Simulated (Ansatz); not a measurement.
Write a Python script for Ansatz's Python interface that makes a relaxation of cell and ions of Cu, space group I4/mmm. Level of theory: LDA, PAW, the default cutoff (420 eV here), 15×15×15 k-points, Fermi-Dirac smearing of 0.1 eV.

```yaml
crystal:
  lattice:
    - [-1.44279, 1.44279, 1.37608]
    - [1.44279, -1.44279, 1.37608]
    - [1.44279, 1.44279, -1.37608]
  atoms:
    - { symbol: Cu, position: [0.00000, 0.00000, 0.00000] }
```

Script `run_vcrelax.py`:
```python
"""Cell relaxation of Cu."""

import ansatz as az
from ase import Atoms
from ase.data import atomic_numbers
from ase.neighborlist import neighbor_list
import matplotlib.pyplot as plt
import numpy as np
import spglib

def edges_and_angles(cell):
    cell = np.asarray(cell)
    a, b, c = np.linalg.norm(cell, axis=1)
    cosines = cell[1] @ cell[2] / (b * c), cell[0] @ cell[2] / (a * c), cell[0] @ cell[1] / (a * b)
    return (a, b, c, *np.degrees(np.arccos(cosines)))


def main() -> None:
    lattice = az.Lattice.of(
        [-1.44279332, 1.44279332, 1.37608145],
        [1.44279332, -1.44279332, 1.37608145],
        [1.44279332, 1.44279332, -1.37608145],
    )
    sites = [
        ("Cu", [0.0, 0.0, 0.0]),
    ]
    structure = az.Crystal(lattice=lattice)
    for symbol, position in sites:
        structure = structure.atom(symbol, position)

    # a pressure is positive in compression
    calc = (
        structure.calculation()
        .functional("LDA")
        .kpoints(15, center="gamma")
        .occupations("fermi_dirac")
        .relax(force_tolerance=0.02, max_steps=60, pressure=10 * az.kbar)
        .band_table()
        .stress()
    )
    steps = []


    def collect(event):
        if event["event"] == "relax_step":
            steps.append(event["data"])


    out = calc.session().plan().execute(on_event=collect)
    data = out.report
    for s in steps:
        flag = "" if s["accepted"] else "  (rejected)"
        print("step %2d  E = %.5f eV  largest force component = %.4f eV/A%s" % (s["step"], s["lagrangian_ev"], s["allowed_force_max_ev_ang"], flag))

    first, last = steps[0], steps[-1]
    symbols = [site.symbol for site in out.lattice.sites]
    print(f"energy gained {first['lagrangian_ev'] - last['lagrangian_ev']:.4f} eV in {len(steps) - 1} steps")
    for label, vectors in (("before", first["cell_ang"]), ("after", out.lattice.cell_ang)):
        print(label, "a b c (A) {:.4f} {:.4f} {:.4f}  angles {:.2f} {:.2f} {:.2f}".format(*edges_and_angles(vectors)), f" V = {abs(np.linalg.det(vectors)):.3f} A^3")
    print("final stress xx yy zz (GPa, compression positive):", np.round(np.diag(data["stress_gpa"]), 3) + 0.0)

    print("atom   start x y z (A)              end x y z (A)")
    for symbol, a, b in zip(symbols, first["positions_ang"], last["positions_ang"]):
        print(f"{symbol:3s}", " ".join(f"{v:8.4f}" for v in a), "  ", " ".join(f"{v:8.4f}" for v in b))

    final = Atoms(symbols, positions=last["positions_ang"], cell=out.lattice.cell_ang, pbc=True)
    i, j, d = neighbor_list("ijd", final, 4.5)
    print("neighbours within 1.2 times the shortest distance of each atom (A)")
    for atom in range(len(final)):
        near = [m for m in np.argsort(d) if i[m] == atom]
        shell = [m for m in near if d[m] < 1.2 * d[near[0]]]
        print(f"{symbols[atom]}{atom} ({len(shell)}):", ", ".join(f"{symbols[j[m]]} {d[m]:.3f}" for m in shell))

    fractions = [site.position_frac for site in out.lattice.sites]
    numbers = [atomic_numbers[s] for s in symbols]
    for tolerance in (1e-3, 1e-2, 1e-1):
        print(f"space group at {tolerance} A:", spglib.get_spacegroup((out.lattice.cell_ang, fractions, numbers), symprec=tolerance))

    fig, (top, bottom) = plt.subplots(2, 1, sharex=True, figsize=(4.5, 4))
    top.plot([s["lagrangian_ev"] - last["lagrangian_ev"] for s in steps], "o-")
    top.set_ylabel("E - E(final) (eV)")
    bottom.semilogy([max(s["allowed_force_max_ev_ang"], 1e-6) for s in steps], "s-")
    bottom.set(xlabel="step", ylabel="largest force (eV/A)")
    fig.tight_layout()
    fig.savefig("relax.png", dpi=100)

    for key in ("converged", "n_iterations", "n_electrons", "n_kpoints", "n_pw", "n_symmetry_ops", "free_energy_ev", "fermi_energy_ev"):
        print(f"{key:18s} {data[key]}")

    edges = data.get("band_edges_ev")
    if edges:
        print(f"band edges on the mesh: {edges[0]:.3f} and {edges[1]:.3f} eV, gap {edges[1] - edges[0]:.3f} eV")
    else:
        print("no band edges reported (a metal, or a gap too narrow for this smearing); Fermi level", round(data["fermi_energy_ev"], 3), "eV")

    # principal values and the von Mises stress of the deviator
    principal = np.linalg.eigvalsh(np.array(data["stress_gpa"]))
    mises = np.sqrt(0.5 * sum((principal[i] - principal[i - 1]) ** 2 for i in range(3)))
    print("principal stresses (GPa, compression positive):", np.round(principal, 3))
    print(f"mean {principal.mean():.3f} GPa, von Mises {mises:.3f} GPa, PV = {principal.mean() * data['setup']['cell_volume_ang3'] / 160.21766:.4f} eV")


if __name__ == "__main__":
    main()
```

`python run_vcrelax.py` gives:
```text
DeckWarning: basis.ecutwfc = 420 eV, auto-derived from the records' recommended cutoffs: set by Cu (normal level)
step  1  E = -6555.67594 eV  largest force component = 0.0000 eV/A
step  2  E = -6555.68701 eV  largest force component = 0.0000 eV/A
step  3  E = -6555.68931 eV  largest force component = 0.0000 eV/A
step  4  E = -6555.68955 eV  largest force component = 0.0000 eV/A
step  5  E = -6555.68914 eV  largest force component = 0.0000 eV/A
energy gained 0.0132 eV in 4 steps
before a b c (A) 2.4611 2.4611 2.4611  angles 108.22 108.22 112.01  V = 11.458 A^3
after a b c (A) 2.4189 2.4189 2.4189  angles 108.15 108.15 112.15  V = 10.877 A^3
final stress xx yy zz (GPa, compression positive): [0.985 0.985 0.958]
atom   start x y z (A)              end x y z (A)
Cu    0.0000   0.0000   0.0000      0.0000   0.0000   0.0000
neighbours within 1.2 times the shortest distance of each atom (A)
Cu0 (14): Cu 2.419, Cu 2.419, Cu 2.419, Cu 2.419, Cu 2.419, Cu 2.419, Cu 2.419, Cu 2.419, Cu 2.700, Cu 2.700, Cu 2.838, Cu 2.838, Cu 2.838, Cu 2.838
space group at 0.001 A: I4/mmm (139)
space group at 0.01 A: I4/mmm (139)
space group at 0.1 A: I4/mmm (139)
converged          True
n_iterations       8
n_electrons        19.0
n_kpoints          288
n_pw               209
n_symmetry_ops     16
free_energy_ev     -6555.689142143846
fermi_energy_ev    18.130632197074867
no band edges reported (a metal, or a gap too narrow for this smearing); Fermi level 18.131 eV
principal stresses (GPa, compression positive): [0.958 0.985 0.985]
mean 0.976 GPa, von Mises 0.027 GPa, PV = 0.0663 eV
```
(Warnings from the package without file and line.)

Caveats:
- Total energies depend on the potentials; only differences at equal settings carry meaning. A total without «per atom» is that of the cell as typed.
- No spin polarisation was allowed.
- Part of the cell is held or a pressure is applied, so the end point needn't be the zero-pressure lattice.
- At a fixed pressure a relaxation lowers the enthalpy F + PV, while F alone can rise.
- For a metal this k-point mesh is coarse: on a finer one energies can move by several to tens of meV an atom and pressures by half a GPa or more, differences at one mesh by less.
- Only differences from the Fermi energy are physical; the zero of the scale is a convention.
- Energies along a relaxation are free energies. Rows at an unchanged volume are solved on a plane-wave basis chosen afresh for that cell, so the energy jumps there and such rows are no steps of the walk.
- Edges and angles are those of the cell as typed, here a primitive one, not of the conventional cell.
- Symmetry holds the cell in this phase, whether or not it is the stable one at this pressure.
- This isn't the structure that Cu takes at ambient conditions.
- Gaps and levels are Kohn-Sham values on a finite set of k-points.
- Run time: 18 s on 1 thread of Intel(R) Xeon(R) Processor @ 2.30GHz (shared host), peak memory 0.6 GiB.
